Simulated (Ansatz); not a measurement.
# CH₆FGeN: how energies converge with the basis set

One table from this session's results is given with a row withheld; the runs are named, their logs left out.

Method: one geometry, several basis sets; program: Ansatz 0.2.0, Gaussian basis.

The runs, in order: PBE0-D4/def2-SVP; ωB97M-V/def2-SVP; PBE0-D4/def2-QZVPP; ωB97M-V/def2-QZVPP; the functionals' def2-TZVPP values are taken from earlier runs.

## Structure used throughout

The geometry comes from an earlier relaxation with PBE0-D4 in a triple-zeta def2 set; it is a stationary point, not always the lowest conformer.

SMILES `[NH2][GeH2][CH2]F`, 10 atoms, charge 0, spin multiplicity 1.

Atoms are counted from 1 here; the program's logs count them from 0.

Bond lengths: N1–Ge2 1.838 Å, N1–H5 1.011 Å, N1–H6 1.011 Å, Ge2–C3 1.981 Å, Ge2–H7 1.536 Å, Ge2–H8 1.540 Å, C3–F4 1.390 Å, C3–H9 1.094 Å, C3–H10 1.094 Å. Angles: Ge2–N1–H5 113.5°, Ge2–N1–H6 114.3°, H5–N1–H6 108.3°, N1–Ge2–C3 113.4°, N1–Ge2–H7 107.1°, N1–Ge2–H8 107.6°, C3–Ge2–H7 108.8°, C3–Ge2–H8 108.2°, H7–Ge2–H8 111.8°, Ge2–C3–F4 109.5°, Ge2–C3–H9 111.0°, Ge2–C3–H10 111.5°, F4–C3–H9 108.1°, F4–C3–H10 108.3°, H9–C3–H10 108.4°.

Geometry (Å):

```csv
atom,x (Å),y (Å),z (Å)
N1,-1.5603,0.5021,-0.7821
Ge2,-0.4182,-0.6961,0.0160
C3,1.3092,0.1064,0.5618
F4,1.9330,0.6629,-0.5493
H5,-1.1898,0.9094,-1.6301
H6,-1.8665,1.2513,-0.1767
H7,-0.1456,-1.8100,-1.0062
H8,-1.1170,-1.2360,1.2772
H9,1.1572,0.9009,1.2990
H10,1.9811,-0.6420,0.9935
```

The first run:

The input, in.yaml:

```yaml
crystal:
  periodic: [false, false, false]
  atoms:
    - {symbol: N, position_ang: [-1.560317, 0.502078, -0.782141]}
    - {symbol: Ge, position_ang: [-0.418171, -0.696126, 0.015971]}
    - {symbol: C, position_ang: [1.309232, 0.106404, 0.561809]}
    - {symbol: F, position_ang: [1.933022, 0.662923, -0.549275]}
    - {symbol: H, position_ang: [-1.189820, 0.909420, -1.630146]}
    - {symbol: H, position_ang: [-1.866519, 1.251301, -0.176680]}
    - {symbol: H, position_ang: [-0.145566, -1.810024, -1.006226]}
    - {symbol: H, position_ang: [-1.116996, -1.236012, 1.277157]}
    - {symbol: H, position_ang: [1.157196, 0.900891, 1.298993]}
    - {symbol: H, position_ang: [1.981137, -0.641956, 0.993538]}
basis:
  gaussian: {orbitals: def2-SVP}
hamiltonian: {xc: pbe0, dispersion: d4}
output: {orbitals: {seedname: orbitals}}
```

Among the steps run: PBE0-D4 in def2-SVP; ωB97M-V in def2-SVP; PBE0-D4 in def2-QZVPP; ωB97M-V in def2-QZVPP.

One table of the session follows, with a row left open; its other results are not shown here.

It belongs to the step «Density functionals: the series». 

```
functional       basis  HOMO (eV)  LUMO (eV)
   PBE0-D4    def2-SVP          ?          ?
   PBE0-D4  def2-TZVPP      -7.24       0.48
   PBE0-D4  def2-QZVPP      -7.29       0.20
   ωB97M-V    def2-SVP      -9.33       2.76
   ωB97M-V  def2-TZVPP      -9.56       2.05
   ωB97M-V  def2-QZVPP      -9.61       1.57
```

Q: Estimate the row for PBE0-D4, def2-SVP from the others.

The run gave: HOMO (eV): -7.02; LUMO (eV): 0.98. In the column «HOMO (eV)» it is the highest.
